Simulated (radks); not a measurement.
# Mn⁴⁺ in [Ar] 3d2 4p1: an all-electron calculation

Aim: the levels, the sizes of the orbitals and the parts of the energy of the manganese ion Mn4+.

The numbers are computed with radks (a radial shooting solver on a logarithmic mesh, Libxc functionals) version 1 (Dirac Kohn-Sham, LDA (Slater exchange, Perdew-Wang correlation), spin-unpolarised, spherical densities, finite nucleus; open shells fill j = l - 1/2 first), except any that are marked as measured or tabulated.

### Step 1. The atom as given

```
element            : manganese (Z = 25)
charge             : +4
electrons          : 21
configuration      : [Ar] 3d2 4p1
nuclear rms radius : 3.7057 fm
```

### Step 2. Self-consistent calculation

Input:

```text
Z 25
configuration [Ar] 3d2 4p1
relativity Dirac
functional lda,pw
spin unpolarised
j_filling energy
nucleus finite rms 3.7057 fm
c 137.035999084
```

Command:

```console
python run_ks.py task.json out
```

This one command runs every case of the session in turn.

**Question.** What will this run give?

As calculated:

```
                        quantity                   value
                    total energy     -1151.11406 hartree
exchange-correlation share of it                  4.13 %
                            −T/E                  1.0125
          highest occupied level       4p1/2, -38.205 eV
    most extended occupied level  4p1/2, <r> = 2.28 bohr
 radius at density 0.001 e/bohr³               3.44 bohr
    maxima of the radial density                       3
```

**Reading.** 4 principal shells are occupied and 3 maxima appear in the radial density; where shells overlap, one shows as a shoulder or not at all. Relativity lifts −T/E to 1.013. This is not the tabulated ground configuration, so its levels and sizes aren't those of the ground state, and no measured value stands beside it.
